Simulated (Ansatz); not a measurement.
**CH8AlBSi: small, medium and large basis sets**

One table from this session's results is given with a row withheld; the runs are named, their logs left out.

Method: one geometry, several basis sets; program: Ansatz 0.2.0, Gaussian basis.

The runs, in order: PBE0-D4/def2-SVP; ωB97M-V/def2-SVP; PBE0-D4/def2-QZVPP; ωB97M-V/def2-QZVPP; the functionals' def2-TZVPP values are taken from earlier runs.

**The relaxed structure**

The geometry comes from an earlier relaxation with PBE0-D4 in a triple-zeta def2 set; it is a stationary point, not always the lowest conformer.

SMILES `CB[SiH2][AlH2]`, 12 atoms, charge 0, spin multiplicity 1.

Atoms are counted from 1 here; the program's logs count them from 0.

Bond lengths: C1–B2 1.555 Å, C1–H5 1.094 Å, C1–H6 1.091 Å, C1–H7 1.103 Å, B2–Si3 1.992 Å, B2–H8 1.202 Å, Si3–Al4 2.463 Å, Si3–H9 1.494 Å, Si3–H10 1.491 Å, Al4–H11 1.589 Å, Al4–H12 1.590 Å. Angles: B2–C1–H5 113.2°, B2–C1–H6 116.2°, B2–C1–H7 104.8°, H5–C1–H6 109.8°, H5–C1–H7 104.8°, H6–C1–H7 106.9°, C1–B2–Si3 123.5°, C1–B2–H8 118.5°, Si3–B2–H8 118.0°, B2–Si3–Al4 101.8°, B2–Si3–H9 113.6°, B2–Si3–H10 115.0°, Al4–Si3–H9 107.4°, Al4–Si3–H10 109.3°, H9–Si3–H10 109.3°, Si3–Al4–H11 121.4°, Si3–Al4–H12 119.7°, H11–Al4–H12 118.8°.

The first run:

in.yaml

```yaml
crystal:
  periodic: [false, false, false]
  atoms:
    - {symbol: C, position_ang: [-1.089758, 1.681272, 0.152336]}
    - {symbol: B, position_ang: [-0.058585, 0.751973, 0.853778]}
    - {symbol: Si, position_ang: [1.343284, -0.270416, -0.124540]}
    - {symbol: Al, position_ang: [0.176825, -2.383645, -0.613859]}
    - {symbol: H, position_ang: [-2.101576, 1.587799, 0.558727]}
    - {symbol: H, position_ang: [-1.122007, 1.630421, -0.937117]}
    - {symbol: H, position_ang: [-0.772780, 2.703919, 0.415976]}
    - {symbol: H, position_ang: [-0.144751, 0.594310, 2.041786]}
    - {symbol: H, position_ang: [1.725520, 0.341370, -1.432883]}
    - {symbol: H, position_ang: [2.576494, -0.559678, 0.661801]}
    - {symbol: H, position_ang: [0.400870, -3.679298, 0.278356]}
    - {symbol: H, position_ang: [-0.856537, -2.453028, -1.820358]}
basis:
  gaussian: {orbitals: def2-SVP}
hamiltonian: {xc: pbe0, dispersion: d4}
output: {orbitals: {seedname: orbitals}}
```

Steps of the session up to this table: PBE0-D4 in def2-SVP; ωB97M-V in def2-SVP; PBE0-D4 in def2-QZVPP; ωB97M-V in def2-QZVPP.

One of the session's tables, all rows but one given; the rest of the session is left out.

It belongs to the step «Functionals by basis». 

```
functional       basis  HOMO (eV)  LUMO (eV)
   PBE0-D4    def2-SVP      -7.14      -2.40
   PBE0-D4  def2-TZVPP      -7.12      -2.42
   PBE0-D4  def2-QZVPP      -7.12      -2.43
   ωB97M-V    def2-SVP      -9.05      -0.64
   ωB97M-V  def2-TZVPP          ?          ?
   ωB97M-V  def2-QZVPP      -9.07      -0.76
```

Estimate the missing values for ωB97M-V, def2-TZVPP.

The run gave: HOMO (eV): -9.07; LUMO (eV): -0.71.
